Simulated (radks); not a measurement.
# Ni⁴⁺ in [Ar] 3d6: an all-electron calculation

The task here is to estimate one member of a computed series from the others.

Method: scalar-relativistic Kohn-Sham, LDA (Slater exchange, Perdew-Wang correlation), spin-polarised, spherical densities, point nucleus; open shells are filled with parallel spins first. Code: radks (a radial shooting solver on a logarithmic mesh, Libxc functionals) version 1.

## What is computed

| Property | Result |
| --- | --- |
| element | nickel (Z = 28) |
| charge | +4 |
| electrons | 24 |
| configuration | [Ar] 3d6 |

Outer shells as boxes (Hund's rule):

Ni⁴⁺
```
[Ar] core
3d [↑↓][↑ ][↑ ][↑ ][↑ ]
```

Set-up of the first run:

Input:

```text
Z 28
configuration [Ar] 3d6
relativity scalar-relativistic
functional lda,pw
spin polarised
nucleus point
c 137.035999084
```

Run with:

```sh
$ python run_ks.py task.json out
```

All runs below come from this command, one after another.

One of the session's tables, all rows but one given; the rest of the session is left out.

It belongs to the step «Shells». From the orbitals of this run (lengths in bohr):

```
  level      <r>  outermost maximum (interpolated)  90 % within  nodes
  1s up  0.05418                            0.0355       0.0968      0
1s down  0.05418                            0.0355       0.0968      0
  2s up   0.2456                             0.205        0.380      1
2s down   0.2452                             0.205        0.380      1
  2p up   0.2157                             0.165        0.353      0
2p down   0.2153                             0.165        0.352      0
  3s up   0.7286                             0.636         1.09      2
3s down   0.7320                             0.637         1.09      2
  3p up   0.7561                             0.640         1.16      1
3p down        ?                                 ?            ?      ?
  3d up   0.8318                             0.601         1.38      0
3d down   0.8522                             0.608         1.42      0
```

**Question.** Estimate the row for 3p down.

**Answer.** <r>: 0.7615; outermost maximum (interpolated): 0.642; 90 % within: 1.17; nodes: 1. In the column «<r>» it lies between 3p up (0.7561) and 3d up (0.8318).

Limits of these values: Open shells are spherical and high-spin; term and fine-structure splittings are not resolved.
